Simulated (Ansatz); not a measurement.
# BH2SO (SMILES O[B]S) at U-r2SCAN/aug-cc-pVDZ

Aim: the electronic atomisation energy of BH2SO at U-r2SCAN/aug-cc-pVDZ, from 5 runs. 

The results are computed with Ansatz 0.2.0.

52 further runs of the same task are left out: 52 set aside as unsound or not needed. Runs told in other sessions of the task aren't counted.

**1. The system as given**

BH2SO: 5 atoms, total charge 0, spin state doublet. As SMILES, `O[B]S`. Geometry: relaxed at PBE0-D4/def2-TZVP. This is a higher conformer, about 7 kJ/mol above the lowest found by a separate search.

Bond lengths: O1–B2 1.334 Å, B2–S3 1.785 Å, O1–H4 0.966 Å, S3–H5 1.356 Å. Angles: O1–B2–S3 132.0°, B2–O1–H4 116.7°, B2–S3–H5 99.8°.

**2. The energy at U-r2SCAN/aug-cc-pVDZ**

File run.yaml:

```yaml
basis:
  gaussian:
    orbitals: aug-cc-pVDZ
crystal:
  periodic: [false, false, false]
  atoms:
    - {symbol: O, position_ang: [-1.294700, -0.054700, -0.435600]}
    - {symbol: B, position_ang: [-0.454300, 0.825600, 0.109700]}
    - {symbol: S, position_ang: [1.253800, 0.694200, 0.611100]}
    - {symbol: H, position_ang: [-0.947100, -0.940000, -0.604700]}
    - {symbol: H, position_ang: [1.492100, -0.598600, 0.278200]}
output:
  orbitals: {seedname: orbitals}
accuracy: high
magnetization:
  spin_polarized: true
  initial_magnetization: 1
hamiltonian:
  xc: r2scan
```

Started as:

```
$ ansatz run run.yaml --threads 1 --pin off --max-ram 2610MiB --events-out events.jsonl --progress --plain --runs-dir runs
```

Log:

```text
Warning: RAYON_NUM_THREADS=1 ignored (pool sized by the plan → 1); use --threads N
Functional definition: r2SCAN
  name "r2SCAN"
  parameter k0 = 0.174
  parameter k1 = 0.065
  parameter a1 = 4.9479
  exchange = r2scan_x(k0 = k0, k1 = k1, a1 = a1)
  correlation = r2scan_c
1789 factors; integrals over basis functions are off by at most 3.5e-9 eV
mean field evaluation 1: about -13584.3503 eV, gradient 3.7e1 eV
mean field evaluation 2: about -13566.0505 eV, gradient 7.6e1 eV
mean field evaluation 4: about -13589.5745 eV, gradient 3.4e0 eV
mean field evaluation 8: about -13589.6414 eV, gradient 1.0e-1 eV
mean field evaluation 16: about -13589.6415 eV, gradient 4.0e-5 eV
mean field -13589.64148842 eV, -499.4101133097 hartree, gradient 2.9e-8 eV, S^2 0.754566; 0 other end points of the search recorded, 0 dependent functions left out
reference -13589.64150166 eV, -499.4101137961 hartree; 16, 15 occupied and 75, 76 virtual orbitals, 1789 factors
Total energy: -13589.64150166 eV, -499.4101137961 hartree
```

Run time: 15 s. Hardware: 1 thread of Arm Neoverse V2, shared host; peak memory 0.37 GiB.

**3. The B atom at the same level**

File molecule.yaml:

```yaml
crystal:
  periodic: [false, false, false]
  atoms:
    - symbol: B
      position_ang: [0.000000, 0.000000, 0.000000]
basis:
  gaussian:
    orbitals: aug-cc-pVDZ
accuracy: high
hamiltonian:
  xc: r2scan
magnetization:
  spin_polarized: true
  initial_magnetization: 1
```

Run the same way, it converges to -24.63471 Eh (log not shown).

**4. The H atom**

File run.yaml:

```yaml
crystal:
  periodic: [false, false, false]
  atoms:
    - {symbol: H, position_ang: [0.000000, 0.000000, 0.000000]}
basis:
  gaussian:
    orbitals: aug-cc-pVDZ
magnetization:
  spin_polarized: true
  initial_magnetization: 1
hamiltonian:
  xc: r2scan
accuracy: high
```

Run the same way, it converges to -0.49947 Eh (log not shown).

**5. The O atom**

File in.yaml:

```yaml
crystal:
  periodic: [false, false, false]
  atoms:
    - {symbol: O, position_ang: [0.000000, 0.000000, 0.000000]}
basis:
  gaussian:
    orbitals: aug-cc-pVDZ
hamiltonian:
  xc: {name: r2SCAN}
magnetization:
  spin_polarized: true
  initial_magnetization: 2
accuracy: high
```

Run the same way, it converges to -75.03927 Eh (log not shown).

**6. The S atom, same level**

File run.yaml:

```yaml
basis:
  gaussian: {orbitals: aug-cc-pVDZ}
crystal:
  periodic: [false, false, false]
  atoms:
    - symbol: S
      position_ang: [0.000000, 0.000000, 0.000000]
magnetization: {spin_polarized: true, initial_magnetization: 2}
hamiltonian: {xc: r2scan}
accuracy: high
```

Run the same way, it converges to -398.07900 Eh (log not shown).

**7. Results**

At U-r2SCAN/aug-cc-pVDZ:

```
                                    quantity          value
                      molecule: total energy  -499.41011 Eh
molecule: HOMO energy (highest over α and β)       -5.17 eV
 molecule: LUMO energy (lowest over α and β)       -2.05 eV
                              molecule: ⟨S²⟩          0.755
                        B atom: total energy   -24.63471 Eh
                                B atom: ⟨S²⟩          0.757
                        H atom: total energy    -0.49947 Eh
                                H atom: ⟨S²⟩          0.750
                        O atom: total energy   -75.03927 Eh
                                O atom: ⟨S²⟩          2.005
                        S atom: total energy  -398.07900 Eh
                                S atom: ⟨S²⟩          2.006
               electronic atomisation energy      17.910 eV
```

What this shows: Taking the molecule apart into free atoms costs 17.91 eV (1728 kJ/mol), before zero-point energy and without spin-orbit coupling.
